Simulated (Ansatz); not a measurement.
Crystal: CsLi2.

```
Cs Li
1.0
     3.96633    0.00000    0.00000
    -1.98317    3.43495    0.00000
     0.00000    0.00000   10.02838
Cs Li
1 2
Direct
  0.00000 0.00000 0.00000
  0.33333 0.66667 0.34863
  0.33333 0.66667 0.65137
```

The cell was built by a generator and needn't be a form met in nature.

```yaml
Program: Ansatz 0.2.0
Task: relaxation of cell and atoms
Functional: LDA
Potentials_or_basis: Ansatz PAW
Cutoff: "420 eV (not typed: the program's choice for these potentials)"
k_mesh: 8 × 8 × 3
Occupations: fermi-dirac, width 0.05 eV
Spin: no spin polarisation
```

At the start: volume 45.54 Å³/atom.

Problem. How do energy, volume and symmetry change on relaxing?

Solution. It ends after 6 steps and the volume is 37.47 Å³/atom (-17.7 %); space group P-6m2 (No. 187, to 0.05 Å).

The path:
```csv
step,energy change (eV),largest force (eV/Å),volume (Å³)
1,0.0000,0.0191,136.63
2,-0.0221,0.0010,131.40
3,-0.0637,0.0352,115.01
4,-0.0663,0.0083,113.11
5,-0.0665,0.0011,112.41
6,-0.0662,0.0011,112.41
```

Final structure:
```
Cs Li
1.0
     3.66913    0.00000    0.00000
    -1.83457    3.17756    0.00000
     0.00000    0.00000    9.64154
Cs Li
1 2
Direct
  0.00000 0.00000 0.00000
  0.33333 0.66667 0.34859
  0.33333 0.66667 0.65141
```

Caveat: the volume moved by over 15 % at a fixed basis, so the end points are rough; the plane-wave basis is chosen anew once the cell has moved, so the energies of steps on either side of that aren't comparable; the PAW data sets come from PBE, with cores solved anew for the run's functional, which leaves a small shift of forces and pressure.
